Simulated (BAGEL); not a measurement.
# C2HF2Ge (SMILES C#[C][Ge]([F])[F]): UHF/6-31G(d) (density fitting with qzvpp-jkfit, spherical functions)

What is the vertical doublet–quartet gap of C2HF2Ge at UHF/6-31G* (density fitting with qzvpp-jkfit, spherical functions)? 

Program for the calculation: BAGEL 1.2.2.

2 further runs of the same task are left out: 2 set aside as unsound or not needed.

### Step 1. The structure to begin with

The species is C2HF2Ge (6 atoms), meant as a doublet with charge 0. SMILES: `C#[C][Ge]([F])[F]`. The shape is that of a PBE0-D4/def2-TZVP optimisation.

Bond lengths: C1–C2 1.206 Å, C2–Ge3 1.892 Å, Ge3–F4 1.728 Å, Ge3–F5 1.728 Å, C1–H6 1.067 Å. Angles: C1–C2–Ge3 171.1°, C2–Ge3–F4 108.5°, C2–Ge3–F5 108.5°, F4–Ge3–F5 104.7°, C2–C1–H6 178.2°.

### Step 2. The energy at UHF/6-31G(d) (density fitting with qzvpp-jkfit, spherical functions)

job.json reads:

```json
{ "bagel": [

{
  "title": "molecule",
  "basis": "6-31gs.json",
  "df_basis": "qzvpp-jkfit",
  "angstrom": true,
  "geometry": [
    { "atom": "C", "xyz": [   -0.190100,    0.518400,    1.692900 ] },
    { "atom": "C", "xyz": [   -0.131400,    0.204200,    0.530300 ] },
    { "atom": "Ge", "xyz": [   -0.289600,   -0.139700,   -1.323100 ] },
    { "atom": "F", "xyz": [   -0.276600,   -1.850600,   -1.565100 ] },
    { "atom": "F", "xyz": [    1.142900,    0.424100,   -2.108200 ] },
    { "atom": "H", "xyz": [   -0.213200,    0.779700,    2.727000 ] }
  ]
},
{
  "title": "uhf",
  "nopen": 1
},
{
  "title": "print",
  "file": "orbitals.molden",
  "orbitals": true
}

]}
```

The basis set 6-31G* is read from a file made from the Basis Set Exchange's data (not shown).

Run with:

```bash
$ BAGEL_NUM_THREADS=1 BAGEL job.json > job.out
```

The program printed:

```text
* using 1 threads per process

  ===============================================================
  ===============================================================

  *** Geometry ***

  { "atom" : "C", "xyz" : [     -0.359237,      0.979634,      3.199117 ] },
  { "atom" : "C", "xyz" : [     -0.248310,      0.385882,      1.002122 ] },
  { "atom" : "Ge", "xyz" : [     -0.547265,     -0.263995,     -2.500297 ] },
  { "atom" : "F", "xyz" : [     -0.522698,     -3.497127,     -2.957610 ] },
  { "atom" : "F", "xyz" : [      2.159768,      0.801433,     -3.983921 ] },
  { "atom" : "H", "xyz" : [     -0.402890,      1.473419,      5.153283 ] },

  Number of auxiliary basis functions:      588

  Since a DF basis is specified, we compute 2- and 3-index integrals:
    o Being stored without compression. Storage requirement is 0.038 GB

  Number of basis functions:       90
  Number of electrons      :       63

    * METHOD: MOLECULE                             0.48

  *** Open-shell HF ***

  === Nuclear Repulsion ===
   338.4394950532

      * DIIS with orbital gradients will be used.

  === UHF iteration (6-31gs.json) ===
      0      -2349.95668735          0.03986426           0.30
      1      -2350.13333950          0.02735575           0.28
      2      -2350.19895862          0.01794510           0.29
      3      -2350.24627020          0.00125383           0.32
      4      -2350.24698818          0.00068067           0.30
      5      -2350.24721996          0.00021859           0.28
      6      -2350.24726417          0.00009534           0.28
      7      -2350.24728188          0.00004564           0.28
      8      -2350.24729240          0.00001739           0.27
      9      -2350.24729541          0.00001126           0.25
     10      -2350.24729793          0.00000796           0.29
     11      -2350.24730017          0.00000640           0.29
     12      -2350.24730228          0.00000541           0.29
     13      -2350.24730380          0.00000487           0.30
     14      -2350.24730618          0.00000429           0.26
     15      -2350.24730995          0.00000335           0.24
     16      -2350.24731267          0.00000263           0.24
     17      -2350.24731482          0.00000193           0.24
     18      -2350.24731625          0.00000162           0.25
     19      -2350.24731729          0.00000136           0.25
     20      -2350.24731815          0.00000126           0.26
     21      -2350.24731954          0.00000109           0.25
     22      -2350.24732055          0.00000102           0.29
     23      -2350.24732101          0.00000099           0.25
     24      -2350.24732135          0.00000099           0.25
     25      -2350.24732143          0.00000099           0.24
     26      -2350.24732143          0.00000097           0.25
     27      -2350.24732191          0.00000084           0.24
     28      -2350.24732215          0.00000073           0.25
     29      -2350.24732280          0.00000054           0.25
     30      -2350.24732331          0.00000035           0.25
     31      -2350.24732362          0.00000023           0.26
     32      -2350.24732375          0.00000011           0.26
     33      -2350.24732378          0.00000006           0.25
     34      -2350.24732378          0.00000004           0.25
     35      -2350.24732378          0.00000003           0.25
     36      -2350.24732378          0.00000003           0.25
     37      -2350.24732378          0.00000003           0.25
     38      -2350.24732378          0.00000003           0.25
     39      -2350.24732378          0.00000002           0.25
     40      -2350.24732378          0.00000001           0.25
     41      -2350.24732378          0.00000001           0.26
    * SCF iteration converged.

    * S^2 (UHF) is 0.7623

    * Permanent dipole moment:
           (    0.818476,    -0.718306,    -0.870602) a.u.

    * METHOD: UHF                                 11.43

    * METHOD: PRINT                                0.01

  ===============================================================
```

Wall time 13 s (1 thread of Intel Xeon 6975P-C (Granite Rapids), shared host); peak memory 0.17 GiB.

### Step 3. The quartet

hf.json reads:

```json
{ "bagel": [

{
  "title": "molecule",
  "basis": "6-31gs.json",
  "df_basis": "qzvpp-jkfit",
  "angstrom": true,
  "geometry": [
    { "atom": "C", "xyz": [   -0.190100,    0.518400,    1.692900 ] },
    { "atom": "C", "xyz": [   -0.131400,    0.204200,    0.530300 ] },
    { "atom": "Ge", "xyz": [   -0.289600,   -0.139700,   -1.323100 ] },
    { "atom": "F", "xyz": [   -0.276600,   -1.850600,   -1.565100 ] },
    { "atom": "F", "xyz": [    1.142900,    0.424100,   -2.108200 ] },
    { "atom": "H", "xyz": [   -0.213200,    0.779700,    2.727000 ] }
  ]
},
{
  "title": "uhf",
  "nopen": 3
},
{
  "title": "print",
  "file": "orbitals.molden",
  "orbitals": true
}

]}
```

The basis set 6-31G* is read from a file made from the Basis Set Exchange's data (not shown).

Run with:

```bash
$ BAGEL_NUM_THREADS=1 BAGEL hf.json > hf.out
```

The program printed:

```text
* using 1 threads per process

  ===============================================================
  ===============================================================

  *** Geometry ***

  { "atom" : "C", "xyz" : [     -0.359237,      0.979634,      3.199117 ] },
  { "atom" : "C", "xyz" : [     -0.248310,      0.385882,      1.002122 ] },
  { "atom" : "Ge", "xyz" : [     -0.547265,     -0.263995,     -2.500297 ] },
  { "atom" : "F", "xyz" : [     -0.522698,     -3.497127,     -2.957610 ] },
  { "atom" : "F", "xyz" : [      2.159768,      0.801433,     -3.983921 ] },
  { "atom" : "H", "xyz" : [     -0.402890,      1.473419,      5.153283 ] },

  Number of auxiliary basis functions:      588

  Since a DF basis is specified, we compute 2- and 3-index integrals:
    o Being stored without compression. Storage requirement is 0.038 GB

  Number of basis functions:       90
  Number of electrons      :       63

    * METHOD: MOLECULE                             0.42

  *** Open-shell HF ***

  === Nuclear Repulsion ===
   338.4394950532

      * DIIS with orbital gradients will be used.

  === UHF iteration (6-31gs.json) ===
      0      -2349.79450047          0.03785238           0.21
      1      -2349.96697148          0.02723859           0.26
      2      -2350.03644606          0.01792414           0.23
      3      -2350.08622078          0.00115329           0.21
      4      -2350.08767582          0.00060000           0.21
      5      -2350.08807348          0.00024520           0.21
      6      -2350.08823069          0.00010301           0.27
      7      -2350.08826894          0.00004268           0.26
      8      -2350.08828112          0.00002536           0.29
      9      -2350.08829220          0.00001379           0.25
     10      -2350.08829858          0.00001030           0.21
     11      -2350.08830449          0.00000874           0.22
     12      -2350.08831026          0.00000671           0.22
     13      -2350.08831593          0.00000376           0.21
     14      -2350.08831737          0.00000166           0.22
     15      -2350.08831755          0.00000065           0.21
     16      -2350.08831755          0.00000030           0.21
     17      -2350.08831755          0.00000018           0.25
     18      -2350.08831755          0.00000012           0.24
     19      -2350.08831755          0.00000006           0.21
     20      -2350.08831755          0.00000003           0.21
     21      -2350.08831755          0.00000002           0.21
     22      -2350.08831755          0.00000002           0.20
     23      -2350.08831755          0.00000001           0.22
     24      -2350.08831755          0.00000001           0.21
     25      -2350.08831755          0.00000001           0.21
     26      -2350.08831755          0.00000001           0.22
     27      -2350.08831755          0.00000001           0.21
    * SCF iteration converged.

    * S^2 (UHF) is 3.7792

    * Permanent dipole moment:
           (    0.800333,    -0.758787,    -1.087511) a.u.

    * METHOD: UHF                                  6.54

    * METHOD: PRINT                                0.01

  ===============================================================
```

It took 7.5 s on 1 thread of Intel Xeon 6975P-C (Granite Rapids), shared host; peak memory 0.16 GiB.

### Step 4. Outcome

At UHF/6-31G* (density fitting with qzvpp-jkfit, spherical functions):

| quantity | value |
| --- | --- |
| doublet: total energy | -2350.24732 Eh |
| doublet: dipole moment | 3.54 D |
| doublet: ⟨S²⟩ | 0.762 |
| quartet: total energy | -2350.08832 Eh |
| quartet: dipole moment | 3.94 D |
| quartet: ⟨S²⟩ | 3.779 |
| vertical energy of the quartet above the doublet | 4.327 eV |

At this shape the quartet lies 4.33 eV (417 kJ/mol) above the doublet.
